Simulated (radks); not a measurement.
# Valence configurations of Zn

The task here is to estimate one member of a computed series from the others.

Method: scalar-relativistic Kohn-Sham, PBEsol, spin-polarised, spherical densities, finite nucleus; open shells are filled with parallel spins first. Code: radks (a radial shooting solver on a logarithmic mesh, Libxc functionals) version 1.

### Starting point

```
element            : zinc (Z = 30)
charge             : 0
electrons          : 30
configuration      : [Ar] 3d10 4s2
nuclear rms radius : 3.9283 fm
others tried       : 3d10 4s1 4p1; 3d10 4s1.5 4p0.5; 3d10 4p2; 3d9 4s2 4p1; 3d9.5 4s2 4p0.5; 3d10 4s0.5 4p1.5; 3d9 4s1 4p2; 3d9 4s1.5 4p1.5; 3d8 4s1 4p3
```

Outer shells as boxes (Hund's rule):

Zn
```
[Ar] core
3d [↑↓][↑↓][↑↓][↑↓][↑↓]
4s [↑↓]
```

Set-up of the first run:

Input:

```text
Z 30
configuration [Ar] 3d10 4s2
relativity scalar-relativistic
functional pbe_sol,pbe_sol
spin polarised
nucleus finite rms 3.9283 fm
c 137.035999084
```

Among the steps run: [Ar] 3d10 4s2.

One table of the session follows, with a row left open; its other results are not shown here.

It belongs to the step «[Ar] 3d10 4s2». Sizes of the orbitals, from the radial functions (bohr):

```
level     <r>  outermost maximum (interpolated)  90 % within  nodes
   1s       ?                                 ?            ?      ?
   2s  0.2264                             0.189        0.350      1
   2p  0.1984                             0.152        0.324      0
   3s  0.6815                             0.588         1.02      2
   3p  0.7137                             0.592         1.10      1
   3d  0.9119                             0.565         1.61      0
   4s   2.642                              2.09         4.09      3
```

Estimate the missing values for 1s.

**Answer.** <r>: 0.05034; outermost maximum (interpolated): 0.0329; 90 % within: 0.0899; nodes: 0. In the column «<r>» it is the lowest.
